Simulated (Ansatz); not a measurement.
# C2H5OSi: the cost of one run

Program: Ansatz 0.2.0. Level of theory: RKS revPBE-D4/6-31G*. These are calculated values, not measurements.

### 1 Starting point

Bond lengths: C1–O2 1.418 Å, O2–C3 1.280 Å, C3–Si4 1.862 Å, C1–H5 1.092 Å, C1–H6 1.092 Å, C1–H7 1.091 Å, C3–H8 1.100 Å, Si4–H9 1.465 Å. Angles: C1–O2–C3 122.4°, O2–C1–H5 107.7°, O2–C1–H6 107.9°, O2–C1–H7 112.1°, H5–C1–H6 108.2°, H5–C1–H7 110.3°, H6–C1–H7 110.5°, O2–C3–Si4 121.7°, O2–C3–H8 116.7°, Si4–C3–H8 117.0°, C3–Si4–H9 106.4°.

Coordinates:

```xyz
9

C    -0.5435    1.4095    0.1240
O     0.1189    0.2258    0.5357
C     0.2306   -0.7975   -0.2258
Si    1.5721   -2.0646    0.0262
H    -1.3499    1.6034    0.8346
H     0.1719    2.2327    0.1863
H    -0.9432    1.3260   -0.8882
H    -0.1888   -0.7083   -1.2387
H     0.9318   -3.2269    0.6459
```

### 2 End point A

Input file input.yaml:

```yaml
crystal:
  periodic: [false, false, false]
  atoms:
    - { symbol: C, position_ang: [-0.54347, 1.40947, 0.12399] }
    - { symbol: O, position_ang: [0.11894, 0.22579, 0.53573] }
    - { symbol: C, position_ang: [0.23057, -0.7975, -0.22584] }
    - { symbol: Si, position_ang: [1.5721, -2.06459, 0.02621] }
    - { symbol: H, position_ang: [-1.34988, 1.6034, 0.83463] }
    - { symbol: H, position_ang: [0.17187, 2.23265, 0.18631] }
    - { symbol: H, position_ang: [-0.94317, 1.32599, -0.88819] }
    - { symbol: H, position_ang: [-0.18876, -0.70834, -1.23869] }
    - { symbol: H, position_ang: [0.9318, -3.22687, 0.64585] }
total_charge: 1
basis:
  gaussian: { orbitals: "6-31G*" }
hamiltonian:
  xc: revpbe
  dispersion: d4
relax:
  f_tol: 0.015
  max_steps: 40
```

The run is started by

```sh
$ ansatz run input.yaml --threads 1 --pin off --max-ram 2048MiB --backend cpu --events-out ev --progress --plain --runs-dir out
```

What time and memory should one allow on 1 thread of AMD EPYC 9R45 (Zen 5), shared host?

About 8.1 s, with a peak of 0.15 GiB.
